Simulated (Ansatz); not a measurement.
**CH6FInOSi: basis-set convergence**

One table from this session's results is given with a row withheld; the runs are named, their logs left out.

Method: one geometry, several basis sets; program: Ansatz 0.2.0, Gaussian basis.

Plan: PBE0-D4/def2-SVP; ωB97M-V/def2-SVP; PBE0-D4/def2-QZVPP; ωB97M-V/def2-QZVPP; the functionals' def2-TZVPP values are taken from earlier runs.

## Structure used throughout

An earlier PBE0-D4 in a triple-zeta def2 set relaxation fixed the geometry. In takes the def2 core potential; no spin-orbit term is included.

11 atoms, charge 0, spin multiplicity 1.

Atoms are counted from 1 here; the program's logs count them from 0.

Bond lengths: C1–In2 2.288 Å, C1–H6 1.096 Å, C1–H7 1.099 Å, C1–H8 1.098 Å, Si3–O4 1.635 Å, Si3–F5 1.597 Å, Si3–H9 1.480 Å, Si3–H10 1.474 Å, O4–H11 0.968 Å. Angles: In2–C1–H6 106.6°, In2–C1–H7 116.2°, In2–C1–H8 113.2°, H6–C1–H7 105.5°, H6–C1–H8 106.2°, H7–C1–H8 108.2°, O4–Si3–F5 109.5°, O4–Si3–H9 111.4°, O4–Si3–H10 106.7°, F5–Si3–H9 106.7°, F5–Si3–H10 108.2°, H9–Si3–H10 114.1°, Si3–O4–H11 119.0°.

Set-up of the first run:

in.yaml reads:

```yaml
crystal:
  periodic: [false, false, false]
  atoms:
    - {symbol: C, position_ang: [-1.672891, 0.339428, -1.207991]}
    - {symbol: In, position_ang: [-1.716205, -1.704610, -0.180724]}
    - {symbol: Si, position_ang: [1.692643, -0.138365, 1.242186]}
    - {symbol: O, position_ang: [0.944658, -0.651418, -0.118463]}
    - {symbol: F, position_ang: [0.617870, 0.031051, 2.411284]}
    - {symbol: H, position_ang: [-2.663411, 0.487694, -1.653000]}
    - {symbol: H, position_ang: [-0.958197, 0.452402, -2.035747]}
    - {symbol: H, position_ang: [-1.522868, 1.172400, -0.508716]}
    - {symbol: H, position_ang: [2.321468, 1.186747, 1.046814]}
    - {symbol: H, position_ang: [2.635741, -1.201004, 1.634329]}
    - {symbol: H, position_ang: [0.386791, -0.031326, -0.609373]}
basis:
  gaussian: {orbitals: def2-SVP}
hamiltonian: {xc: pbe0, dispersion: d4}
output: {orbitals: {seedname: orbitals}}
```

Steps of the session up to this table: PBE0-D4 in def2-SVP; ωB97M-V in def2-SVP; PBE0-D4 in def2-QZVPP; ωB97M-V in def2-QZVPP.

One table of the session follows, with a row left open; its other results are not shown here.

It belongs to the step «Density functionals: the series». 

```
functional       basis  HOMO (eV)  LUMO (eV)
   PBE0-D4    def2-SVP      -5.41      -1.27
   PBE0-D4  def2-TZVPP          ?          ?
   PBE0-D4  def2-QZVPP      -5.52      -1.37
   ωB97M-V    def2-SVP      -7.43       0.28
   ωB97M-V  def2-TZVPP      -7.52       0.09
   ωB97M-V  def2-QZVPP      -7.54       0.02
```

Q: Estimate the row for PBE0-D4, def2-TZVPP from the others.

**Answer.** HOMO (eV): -5.49; LUMO (eV): -1.35. In the column «HOMO (eV)» it lies between PBE0-D4, def2-QZVPP (-5.52) and PBE0-D4, def2-SVP (-5.41).
